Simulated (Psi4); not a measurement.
**One shape, several levels: quartet C2H2FSi**

Aim: a comparison of 3 runs (UHF/STO-3G, UB3LYP/6-31G*) of quartet C2H2FSi. 

The calculation is run with Psi4 1.11.

## Step 1: The system as given

C2H2FSi: 6 atoms, total charge 0, spin state quartet. As SMILES of the parent species, `C#C[SiH]F`. The shape is that of a PBE0-D4/def2-TZVP optimisation. That shape belongs to the parent species and isn't relaxed for this state.

Bond lengths: C1–C2 1.209 Å, C2–Si3 1.806 Å, Si3–F4 1.599 Å, C1–H5 1.066 Å, Si3–H6 1.485 Å. Angles: C1–C2–Si3 173.2°, C2–Si3–F4 109.8°, C2–C1–H5 179.1°, C2–Si3–H6 111.2°, F4–Si3–H6 108.3°.

## Step 2: A single-point energy at UHF/STO-3G (run 1)

Contents of c2h2fsi.xyz:

```xyz
6
C2H2FSi
C      0.118100    -0.680000    -1.605700
C      0.120400    -0.213700    -0.490100
Si     0.338300     0.466700     1.168800
F     -0.478000    -0.412300     2.226800
H      0.100300    -1.089200    -2.590300
H     -0.157100     1.864400     1.244300
```

Contents of job.py:

```python
import psi4

psi4.set_memory(2200000000)
psi4.set_num_threads(1)
psi4.set_output_file('c2h2fsi.out', False)

with open('c2h2fsi.xyz') as f:
    atoms = ''.join(f.readlines()[2:])
m = psi4.geometry('0 4\n' + atoms + 'symmetry c1')

options = {'basis': 'STO-3G', 'reference': 'uhf', 'puream': True, 'e_convergence': 1e-09, 'd_convergence': 1e-08, 'scf_type': 'pk', 'maxiter': 100}
psi4.set_options(options)

e_tot = psi4.energy("hf", molecule=m)
print('E =', round(e_tot, 9))
```

Run with:

```
$ python job.py
```

c2h2fsi.out:

```text
[...]
  Running in c1 symmetry.
[...]
  Nuclear repulsion =  130.576000701221830
[...]
  Multiplicity = 4
[...]
  Nalpha       = 20
  Nbeta        = 17
[...]
    Number of basis functions: 26
[...]
   @UHF iter   1:  -459.20739210981094   -2.21839e+00   9.05959e-03 ADIIS/DIIS
[...]
   @UHF iter  23:  -459.29976372750457   -1.08002e-12   9.17550e-09 DIIS
[...]
   @S^2 Observed:                3.819107159E+00
[...]
  @UHF Final Energy:  -459.29976372750457
   => Energetics <=
    Nuclear Repulsion Energy =            130.5760007012218296
    One-Electron Energy =                -900.0343141283613022
    Two-Electron Energy =                 310.1585496996349320
    Total Energy =                       -459.2997637275045690
  UHF NO Occupations:
  HONO-2 :   18  A 1.0000000
  HONO-1 :   19  A 1.0000000
  HONO-0 :   20  A 1.0000000
  LUNO+0 :   21  A 0.0251042
  LUNO+1 :   22  A 0.0071532
[...]
 Multipole Moments:
 ------------------------------------------------------------------------------------
     Multipole            Electronic (a.u.)      Nuclear  (a.u.)        Total (a.u.)
 ------------------------------------------------------------------------------------
 L = 1.  Multiply by 2.5417464519 to convert [e a0] to [Debye]
 Dipole X            :          0.1108225            0.3634083            0.4742308
 Dipole Y            :         -0.9979256            1.1874886            0.1895629
 Dipole Z            :          3.8099652           -3.9704923           -0.1605272
 Magnitude           :                                                    0.5353484
[...]
```

On the terminal:

```text
E = -459.299763728
```

Run time: 4.2 s. Hardware: 1 thread of Intel Xeon Platinum 8175M at 2.50GHz (Skylake/Cascade Lake), shared host; peak memory 0.18 GiB.

## Step 3: A single-point energy at UB3LYP/6-31G(d) (spherical functions) (run 2)

c2h2fsi.xyz is that of step 2.

Contents of calc.py:

```python
import psi4

psi4.set_memory('2200 MB')
psi4.set_num_threads(1)
psi4.core.set_output_file('c2h2fsi.out', False)

with open('c2h2fsi.xyz') as f:
    atoms = ''.join(f.readlines()[2:])
geom = psi4.geometry('0 4\n' + atoms + 'symmetry c1\nno_reorient\nno_com')

options = {'basis': '6-31G*', 'reference': 'uks', 'puream': True, 'e_convergence': 1e-09, 'd_convergence': 1e-08, 'scf_type': 'pk', 'dft_radial_points': 99, 'dft_spherical_points': 590, 'maxiter': 100}
psi4.set_options(options)

result, w = psi4.energy("B3LYP", return_wfn=True)
psi4.oeprop(w, "WIBERG_LOWDIN_INDICES", "LOWDIN_CHARGES", "MAYER_INDICES", title="B3LYP")
print(f'total energy {result:.8f} hartree = {result * 27.211386:.5f} eV')
```

Run with:

```
$ python calc.py
```

c2h2fsi.out:

```text
[...]
  Running in c1 symmetry.
[...]
  Nuclear repulsion =  130.576000701221858
[...]
  Multiplicity = 4
[...]
  Nalpha       = 20
  Nbeta        = 17
[...]
    Number of basis functions: 64
[...]
   @UKS iter   1:  -466.16119676256295   -1.56527e-01   1.11868e-02 ADIIS/DIIS
[...]
   @UKS iter  21:  -466.49534434073672   -1.53477e-12   7.09396e-09 DIIS
[...]
   @S^2 Observed:                3.757733605E+00
[...]
  @UKS Final Energy:  -466.49534434073672
   => Energetics <=
    Nuclear Repulsion Energy =            130.5760007012218580
    One-Electron Energy =                -903.2019707464208977
    Two-Electron Energy =                 340.8565870740800960
    DFT Exchange-Correlation Energy =     -34.7259613696178278
    Empirical Dispersion Energy =           0.0000000000000000
    VV10 Nonlocal Energy =                  0.0000000000000000
    Total Energy =                       -466.4953443407367217
  UHF NO Occupations:
  HONO-2 :   18  A 1.0000000
  HONO-1 :   19  A 1.0000000
[...]
 Multipole Moments:
 ------------------------------------------------------------------------------------
     Multipole            Electronic (a.u.)      Nuclear  (a.u.)        Total (a.u.)
 ------------------------------------------------------------------------------------
 L = 1.  Multiply by 2.5417464519 to convert [e a0] to [Debye]
 Dipole X            :         -3.2109529            3.4173807            0.2064278
 Dipole Y            :          3.3378692           -3.3332879            0.0045812
 Dipole Z            :        -43.4575916           42.4878463           -0.9697453
 Magnitude           :                                                    0.9914834
[...]
```

Standard output:

```text
total energy -466.49534434 hartree = -12693.98488 eV
```

Wall time 41 s (1 thread of Intel Xeon Platinum 8175M at 2.50GHz (Skylake/Cascade Lake), shared host); peak memory 0.76 GiB.

## Step 4: A single-point energy at UB3LYP/6-31G(d) (Cartesian functions) (run 3)

Contents of job.json:

```json
{
 "schema_name": "qcschema_input",
 "schema_version": 1,
 "molecule": {
  "schema_name": "qcschema_molecule",
  "schema_version": 2,
  "symbols": ["C", "C", "Si", "F", "H", "H"],
  "geometry": [0.22317666, -1.28501376, -3.03433324, 0.22752303, -0.40383447, -0.92615477, 0.63929435, 0.88193518, 2.20871189, -0.90328909, -0.77913408, 4.20804213, 0.18953953, -2.05828969, -4.89495758, -0.29687597, 3.52320539, 2.35138622],
  "molecular_charge": 0,
  "molecular_multiplicity": 4,
  "fix_symmetry": "c1"
 },
 "driver": "energy",
 "model": {
  "method": "b3lyp",
  "basis": "6-31G*"
 },
 "keywords": {
  "reference": "uks",
  "puream": false,
  "e_convergence": 1e-09,
  "d_convergence": 1e-08,
  "scf_type": "pk",
  "dft_radial_points": 99,
  "dft_spherical_points": 590,
  "maxiter": 100,
  "scf_properties": ["MULLIKEN_CHARGES", "LOWDIN_CHARGES", "QUADRUPOLE"]
 }
}
```

Run with:

```
$ psi4 --qcschema job.json -n 1 --memory 2200MB
```

stdout:

```text
[...]
  Running in c1 symmetry.
[...]
  Nuclear repulsion =  130.576000817599208
[...]
  Multiplicity = 4
[...]
  Nalpha       = 20
  Nbeta        = 17
[...]
    Number of basis functions: 68
[...]
   @UKS iter   1:  -466.16092701542283   -1.55277e-01   1.07552e-02 ADIIS/DIIS
[...]
   @UKS iter  20:  -466.50030582489637   -2.33058e-12   8.06415e-09 DIIS
[...]
   @S^2 Observed:                3.757733457E+00
[...]
  @UKS Final Energy:  -466.50030582489637
   => Energetics <=
    Nuclear Repulsion Energy =            130.5760008175992084
    One-Electron Energy =                -903.1456785034943096
    Two-Electron Energy =                 340.7683558740757803
    DFT Exchange-Correlation Energy =     -34.6989840130770162
    Empirical Dispersion Energy =           0.0000000000000000
    VV10 Nonlocal Energy =                  0.0000000000000000
    Total Energy =                       -466.5003058248963725
  UHF NO Occupations:
  HONO-2 :   18  A 1.0000000
  HONO-1 :   19  A 1.0000000
[...]
  Mulliken Charges: (a.u.)
   Center  Symbol    Alpha    Beta     Spin     Total
       1     C     3.62576  2.46627  1.15949 -0.09203
       2     C     3.45640  2.66146  0.79493 -0.11786
       3    SI     7.27758  6.30760  0.96998  0.41483
       4     F     4.70810  4.64334  0.06477 -0.35144
       5     H     0.36135  0.42226 -0.06091  0.21639
       6     H     0.57082  0.49908  0.07174 -0.06989
   Total alpha = 20.00000, Total beta = 17.00000, Total charge =  0.00000
  Lowdin Charges: (a.u.)
   Center  Symbol    Alpha    Beta     Spin     Total
[...]
```

The result, in JSON:

```text
{
 "driver": "energy",
 "model": {
  "method": "b3lyp",
  "basis": "6-31G*"
 },
 "success": true,
 "return_result": -466.5003058248964,
 "properties": {
  "calcinfo_nbasis": 68,
  "calcinfo_nmo": 68,
  "calcinfo_nalpha": 20,
  "calcinfo_nbeta": 17,
  "calcinfo_natom": 6,
  "nuclear_repulsion_energy": 130.5760008175992,
  "return_energy": -466.5003058248964,
  "scf_one_electron_energy": -903.1456785034943,
  "scf_two_electron_energy": 340.7683558740758,
  "scf_xc_energy": -34.698984013077016,
  "scf_dipole_moment": [0.20399934310962936, 0.0030147203152901536, -0.9796796320055527],
  "scf_total_energy": -466.5003058248964,
  "scf_iterations": 20
 }
}
```

It took 48 s on 1 thread of Intel Xeon Platinum 8175M at 2.50GHz (Skylake/Cascade Lake), shared host; peak memory 0.8 GiB.

## Step 5: The series

```csv
run,level,integration grid,Cartesian functions,energy (Eh),dipole moment (D),HOMO energy (eV),⟨S²⟩,wall time
1,UHF/STO-3G,–,no,-459.299764,1.36,-3.36,3.819,4.2 s
2,UB3LYP/6-31G* (spherical functions),99 radial × 590 angular,no,-466.495344,2.52,-3.32,3.758,41 s
3,UB3LYP/6-31G* (Cartesian functions),99 radial × 590 angular,yes,-466.500306,2.54,-3.33,3.758,48 s
```

## Step 6: Summary of results

| quantity | value |
| --- | --- |
| run 3: total energy | -466.50031 Eh |
| run 3: dipole moment | 2.54 D |
| run 3: HOMO energy (highest over α and β) | -3.33 eV |
| run 3: ⟨S²⟩ | 3.758 |

**Reading.** The dipole moment (its size) runs from 1.36 D (UHF/STO-3G) to 2.54 D (UB3LYP/6-31G*). The two ends differ in method and basis. In run 1 the basis is minimal, so the values are rough. All runs together took 94 s, the longest 48 s.
